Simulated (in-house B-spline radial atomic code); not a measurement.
# Sr⁷⁺: binding energies from hole states

Aim: the cost of two holes at once in Sr⁷⁺, against the sum of the two single holes.

Program: in-house B-spline radial atomic code version 1. Level of theory: Dirac-Hartree-Fock, average of configuration, Fermi nucleus, basis-set limit. These are calculated values, not measurements, unless marked.

## 1. The atom as given

```
element       : strontium (Z = 38)
charge        : +7
electrons     : 31
configuration : [Ar] 3d10 4s2 4p1
Hamiltonian   : Dirac-Coulomb
nucleus       : Fermi, rms radius 4.224 fm
```

The outer shells:

[Ar] 3d10 4s2 4p1
```
[Ar] core
3d [↑↓][↑↓][↑↓][↑↓][↑↓]
4s [↑↓]
4p [↑ ][  ][  ]
```

The boxes draw the filling by Hund's rule, which heavy ions in jj coupling don't follow; these runs average over all states of the configuration.

Settings of the run:

```ini
Z = 38
electrons = 31.0
configuration = [Ar] 3d10 4s2 4p1
hamiltonian = dirac
method = hf
spin_polarised = False
nucleus = fermi
rms_radius = 4.224
mass_number = 88
atomic_mass = 87.905612253
speed_of_light = 137.035999084
```

This reference run was done before. Its total energy is -3164.334871 hartree, and its levels are (the highest eight at most):

| orbital | occupation | energy (eV) | <r> (bohr) |
| --- | --- | --- | --- |
| 3s1/2 | 2 | -485.48 | 0.4872 |
| 3p1/2 | 2 | -406.67 | 0.4881 |
| 3p3/2 | 4 | -395.58 | 0.4977 |
| 3d3/2 | 4 | -258.85 | 0.4885 |
| 3d5/2 | 6 | -256.91 | 0.4919 |
| 4s1/2 | 2 | -139.79 | 1.237 |
| 4p1/2 | 0.333333 | -120.97 | 1.323 |
| 4p3/2 | 0.666667 | -119.31 | 1.341 |

Single holes known from earlier runs (ΔSCF): 1s 16269.7 eV, 2s 2348.61 eV, 2p3/2 2066.34 eV, 3s 480.75 eV, 3p1/2 401.73 eV, 3d5/2 251.71 eV, 4p 119.64 eV.

## 2. The 2p3/2 and 3p1/2 holes

In configurations, a minus sign after the shell means j = l − 1/2 and a plus sign j = l + 1/2; the count of electrons follows.

Settings of the run:

```ini
Z = 38
electrons = 29.0
configuration = 1s2 2s2 2p-2 2p+3 3s2 3p-1 3p+4 3d10 4s2 4p1
hamiltonian = dirac
method = hf
spin_polarised = False
nucleus = fermi
rms_radius = 4.224
mass_number = 88
atomic_mass = 87.905612253
speed_of_light = 137.035999084
```

## 3. The 1s and 4p holes

Changes to the settings of step 2:

```diff
@@ -2,3 +2,3 @@
 electrons = 29.0
-configuration = 1s2 2s2 2p-2 2p+3 3s2 3p-1 3p+4 3d10 4s2 4p1
+configuration = 1s1 2s2 2p6 3s2 3p6 3d10 4s2
 hamiltonian = dirac
```

## 4. The 1s and 2p3/2 holes

Changes to the settings of step 3:

```diff
@@ -2,3 +2,3 @@
 electrons = 29.0
-configuration = 1s1 2s2 2p6 3s2 3p6 3d10 4s2
+configuration = 1s1 2s2 2p-2 2p+3 3s2 3p6 3d10 4s2 4p1
 hamiltonian = dirac
```

## 5. The 3d5/2 and 4p holes

Changes to the settings of step 4:

```diff
@@ -2,3 +2,3 @@
 electrons = 29.0
-configuration = 1s1 2s2 2p-2 2p+3 3s2 3p6 3d10 4s2 4p1
+configuration = 1s2 2s2 2p6 3s2 3p6 3d-4 3d+5 4s2
 hamiltonian = dirac
```

## 6. The 2s and 3s holes

Changes to the settings of step 5:

```diff
@@ -2,3 +2,3 @@
 electrons = 29.0
-configuration = 1s2 2s2 2p6 3s2 3p6 3d-4 3d+5 4s2
+configuration = 1s2 2s1 2p6 3s1 3p6 3d10 4s2 4p1
 hamiltonian = dirac
```

## 7. The 3s and 4p holes

Changes to the settings of step 6:

```diff
@@ -2,3 +2,3 @@
 electrons = 29.0
-configuration = 1s2 2s1 2p6 3s1 3p6 3d10 4s2 4p1
+configuration = 1s2 2s2 2p6 3s1 3p6 3d10 4s2
 hamiltonian = dirac
```

What does each hole state cost in eV, and how does that compare with the orbital energies or single holes?

The runs gave:

| two holes | ΔSCF (eV) | less the two single holes (eV) |
| --- | --- | --- |
| 2p3/2 and 3p1/2 | 2516.65 | 48.58 |
| 1s and 4p | 16413.4 | 24.11 |
| 1s and 2p3/2 | 18492.3 | 156.32 |
| 3d5/2 and 4p | 393.34 | 21.98 |
| 2s and 3s | 2872.45 | 43.08 |
| 3s and 4p | 622.37 | 21.98 |

**Reading.** Two holes cost more than the sum of each, because the second electron leaves a more charged ion. The excess runs from 22.0 eV (3s and 4p) to 156.3 eV (1s and 2p3/2); it tends to be largest where both holes are compact. Two partly filled shells share a symmetry and can mix in the average, which may lower the energy, in these hole states: 2p3/2 and 3p1/2; 1s and 2p3/2; 2s and 3s; 2p3/2; 3p1/2. Values are for the free ion, measured from the vacuum level.
